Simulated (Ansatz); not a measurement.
# C2H7NSSi: the cost of one run

All numbers are computed with the Python package of Ansatz 0.2.0. The levels of theory stand in the script.

## Step 1: Starting point

Bond lengths: Si1–N2 1.662 Å, N2–C3 1.433 Å, C3–S4 1.834 Å, N2–C5 1.477 Å, S4–C5 1.882 Å, Si1–H6 1.532 Å, Si1–H7 1.496 Å, Si1–H8 1.423 Å, C3–H9 1.145 Å, C3–H10 1.109 Å, C5–H11 1.106 Å, C5–H12 1.056 Å. Angles (14 of 22 angles, heavy atoms first): Si1–N2–C3 123.4°, Si1–N2–C5 123.9°, C3–N2–C5 96.5°, N2–C3–S4 90.7°, C3–S4–C5 71.5°, N2–C5–S4 87.5°, N2–Si1–H6 108.4°, N2–Si1–H7 107.8°, N2–Si1–H8 110.4°, N2–C3–H9 117.0°, N2–C3–H10 117.6°, S4–C3–H9 113.6°, S4–C3–H10 114.4°, N2–C5–H11 113.2°.

c2h7nssi.xyz, read by the script:

```xyz
12

Si   -1.32080    0.24370    0.84160
N    -0.07350    0.26360   -0.25600
C     1.28180    0.56650    0.09610
S     1.85660    0.02530   -1.55900
C     0.23810   -0.85380   -1.17070
H    -1.40950    1.62540    1.49690
H    -2.59280    0.02780    0.08490
H    -1.10300   -0.76310    1.82320
H     1.74000   -0.03030    0.95860
H     1.52440    1.62020    0.34450
H     0.37090   -1.82040   -0.64920
H    -0.43520   -0.96020   -1.97690
```

## Step 2: Script

The input, methods.py:

```python
from pathlib import Path
import warnings

import ansatz as az
import numpy as np

warnings.simplefilter("ignore", az.DeckWarning)

system = az.Crystal.molecule_from_extxyz("c2h7nssi.xyz")

calculation = (
    system.calculation()
    .basis(gaussian="cc-pVDZ")
    .accuracy("high")
)

print("functional    E (Ha)        dipole (D)   HOMO (eV)  LUMO (eV)")
for name in ["hf", "lc_wpbe", "pbe0", "r2scan", "revpbe", "hse06"]:
    data = calculation.functional(name).forces().orbitals().run(threads=1, pin="off", runs_dir="runs").report
    lines = Path(data["orbitals_path"]).read_text().splitlines()
    field_of = lambda key: [line.split("=")[1].strip() for line in lines if line.startswith(key)]
    orbitals = [(27.211386 * float(e), s, float(n)) for e, s, n in zip(field_of("Ene="), field_of("Spin="), field_of("Occup="))]
    homo = max(e for e, _, n in orbitals if n > 0.5)
    lumo = min(e for e, _, n in orbitals if n < 0.5)
    dipole = 4.803205 * np.linalg.norm(data["charge_distribution"]["dipole_moment_e_ang"])
    print(f"{name:10s} {data['free_energy_ev'] / 27.211386246:14.6f} {dipole:9.3f} {homo:11.3f} {lumo:10.3f}")
```

## Step 3: The run

Launch:

```
$ python methods.py
```

What time and memory should one allow on 1 thread of Arm Neoverse V2, shared host?

About 1.9 min, with a peak of 0.59 GiB.
